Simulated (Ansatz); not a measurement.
Write a Python script for Ansatz 0.2.0 through its Python package that makes a scan of the Hubbard U of BaTiO3, space group Amm2. Use (first run): PBEsol, PAW, cutoff 630 eV, 3×3×3 k-points, fixed occupations.

`batio3.extxyz`
```text
5
Lattice="3.9855 0.0 0.0 0.0 2.8369 2.84515 0.0 -2.8369 2.84515" Properties=species:S:1:pos:R:3 pbc="T T T"
Ba    0.00000000    0.00000000    0.00000000
Ti    1.99275000    0.00000000    2.91570972
O     0.00000000    0.00000000    2.77345222
O     1.99275000   -1.38043554    4.25941716
O     1.99275000    1.38043554    4.25941716
```

Script `run_plus_u.py`:
```python
import ansatz as az
import numpy as np
import pandas as pd


def count_gap(report):
    # lowest empty less highest filled band, counting bands; zero where they overlap
    return max(report.get("gap_by_band_count_ev") or 0.0, 0.0)

xtal = az.Crystal.from_extxyz("batio3.extxyz")

model = (
    xtal.calculation()
    .scf(tolerance=1e-08)
    .kpoints(spacing=0.65)
    .mixing("msr1", beta=0.3)
    .functional("pbesol")
    .basis(630, density_ratio=4)
    .occupations("fixed")
    .accuracy("medium")
    .band_table()
)
rows = []
for u in [1.0, 3.0, 5.0, 7.0]:
    summary = model.hubbard("Ti", "d", u_eff=u, projectors="atomic").run(threads=1).report
    shell = summary["hubbard"]["n_scf"]
    rows.append((u, count_gap(summary), sum(shell) / len(shell), summary["n_iterations"]))
print(pd.DataFrame(rows, columns=["U_eff eV", "gap by band count eV", "Ti d occupation (projector)", "iterations"]).round(4).to_string(index=False))
```

Output of `python run_plus_u.py`:
```text
 U_eff eV  gap by band count eV  Ti d occupation (projector)  iterations
      1.0                2.0499                       3.7628          10
      3.0                2.2068                       3.6985          10
      5.0                2.4102                       3.6227          11
      7.0                2.6881                       3.5310          11
```

From U = 1 to 7 eV the gap on the mesh goes from 2.05 eV to 2.69 eV.

Reading the output:
- The run is spin-unpolarised.
- Along an axis with an odd division the mesh misses the point at one half; a gap read on a finite mesh is an upper bound on this functional's gap.
- Semilocal gaps usually lie well under measured ones.
- U, its shell and the double counting are chosen to explore, and aren't derived for this compound.
- The Fermi level of a run with fixed occupations marks the highest occupied state on its mesh, not mid-gap.
- Energy and stress may still move on a finer k-point mesh.
- The structure is a deposited one; some such entries were measured under pressure or heat, so a shift against it needn't be the functional's error alone.
- Gaps and levels are Kohn-Sham values on a finite set of k-points, without spin-orbit coupling.
- Shell occupations and the effect of U depend on the projectors; a run with no .spin step is spin-unpolarised, and each U may end in a state that isn't the lowest.
- Timing: 27 s on 1 thread of Intel(R) Xeon(R) Platinum 8259CL CPU @ 2.50GHz (Skylake/Cascade Lake), on a shared host, peak memory 0.47 GiB.
